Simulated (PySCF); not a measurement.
**[Gd(P5)2]+: other functionals and bases at one geometry**

The task here is to estimate one member of a computed series from the others.

Computed with PySCF 2.14.0. Level: several levels, as the steps say, no spin–orbit coupling.

4 further runs of the same task are left out: 2 for a known fault of the program, 2 that didn't finish.

### Starting geometry

11 atoms, charge 1, spin multiplicity 1.

Bond lengths: Gd1–P2 3.078 Å, Gd1–P3 3.078 Å, Gd1–P4 3.078 Å, Gd1–P5 3.078 Å, Gd1–P6 3.078 Å, Gd1–P7 3.078 Å, Gd1–P8 3.078 Å, Gd1–P9 3.078 Å, Gd1–P10 3.078 Å, Gd1–P11 3.078 Å, P2–P3 2.144 Å, P2–P6 2.144 Å, P3–P4 2.144 Å, P4–P5 2.144 Å, P5–P6 2.144 Å, P7–P8 2.144 Å, P7–P11 2.144 Å, P8–P9 2.144 Å and more. Angles: P2–Gd1–P3 40.8°, P2–Gd1–P4 68.6°, P2–Gd1–P5 68.6°, P2–Gd1–P6 40.8°, P2–Gd1–P7 180.0°, P2–Gd1–P8 139.2°, P2–Gd1–P9 111.4°, P2–Gd1–P10 111.4°, P2–Gd1–P11 139.2°, P3–Gd1–P4 40.8°, P3–Gd1–P5 68.6°, P3–Gd1–P6 68.6°, P3–Gd1–P7 139.2°, P3–Gd1–P8 111.4°, P3–Gd1–P9 111.4°, P3–Gd1–P10 139.2°, P3–Gd1–P11 180.0°, P4–Gd1–P5 40.8° and more.

Geometry (Å):

```xyz
11

Gd    0.0000    0.0000    0.0000
P     0.0000    1.8242    2.4792
P    -1.7349    0.5637    2.4792
P    -1.0722   -1.4758    2.4792
P     1.0722   -1.4758    2.4792
P     1.7349    0.5637    2.4792
P     0.0000   -1.8242   -2.4792
P    -1.7349   -0.5637   -2.4792
P    -1.0722    1.4758   -2.4792
P     1.0722    1.4758   -2.4792
P     1.7349   -0.5637   -2.4792
```

Formal oxidation states: Gd +3. Each metal's 7 4f electrons lie in its core potential, so multiplicities, spins and levels count the valence alone. An earlier session relaxed this geometry at r2SCAN, Gd lcecp-1-SVP with ECP53, P def2-SVP (singlet, point group D5d).

At r2SCAN on the finer grid: E = -3448.122228 Eh, HOMO -10.56 eV, LUMO -9.08 eV, Mulliken charge on Gd1 +1.22 e, largest force component 0.096 eV/Å. 

Levels to run: TPSSh; TPSS; B3LYP; CAM-B3LYP; r2SCAN, TZVP. Hardware: 4 threads of Intel Xeon Platinum 8488C (Sapphire Rapids), shared host.

The first run:

File run.py (the lines that set the calculation):

```python
mol = gto.M(atom='''
Gd     0.00000     0.00000     0.00000
P     -0.00001     1.82417     2.47922
P     -1.73489     0.56369     2.47922
P     -1.07221    -1.47579     2.47922
P      1.07223    -1.47578     2.47922
P      1.73488     0.56371     2.47922
P      0.00001    -1.82417    -2.47922
P     -1.73488    -0.56371    -2.47922
P     -1.07223     1.47578    -2.47922
P      1.07221     1.47579    -2.47922
P      1.73489    -0.56369    -2.47922''',
    basis={'Gd': 'lcecp-1-SVP', 'P': 'def2-SVP'},
    ecp={'Gd': 'lcecp-1-SVP'},
    charge=1, spin=0)
mf = dft.RKS(mol, xc='TPSSH')
mf.grids.atom_grid = (75, 302)  # f atoms: unpruned, at least (60, 302)
mf = mf.density_fit()  # fitting sets: Gd AutoAux, P def2-universal-JKFIT
mf.conv_tol = 1e-08; mf.max_cycle = 55
mf.kernel(dm0)  # dm0: the density of the relaxed state
```

The run is started by

```bash
$ OMP_NUM_THREADS=4 python run.py
```

Among the steps run: TPSSh; TPSS; B3LYP; CAM-B3LYP; r2SCAN, TZVP.

One of the session's tables, all rows but one given; the rest of the session is left out.

| level | HOMO (eV) | gap (eV) | charge on Gd1 (e) | largest force component (eV/Å) |
| --- | --- | --- | --- | --- |
| r2SCAN (relaxed here) | -10.56 | 1.48 | 1.22 | 0.10 |
| TPSSh | -10.79 | 2.06 | 1.21 | 0.08 |
| TPSS | -10.37 | 1.40 | 1.18 | 0.10 |
| B3LYP | -10.97 | 2.57 | 0.85 | 0.10 |
| CAM-B3LYP | -12.37 | 5.06 | 0.79 | 0.38 |
| r2SCAN, TZVP | ? | ? | ? | ? |

Q: Estimate the row for r2SCAN, TZVP from the others.

**Answer.** HOMO (eV): -10.24; gap (eV): 1.45; charge on Gd1 (e): 1.33; largest force component (eV/Å): 0.39. In the column «HOMO (eV)» it is the highest.

In one basis the HOMO–LUMO gap runs from 1.40 eV (TPSS) to 5.06 eV (CAM-B3LYP). The largest leftover force, 0.39 eV/Å with r2SCAN, TZVP, stands at a geometry relaxed at another level. With 4f in the core, its levels are missing from HOMO and gap, and its count is fixed, so no charge can pass from the ligands into it. Total energies of different levels can't be compared.
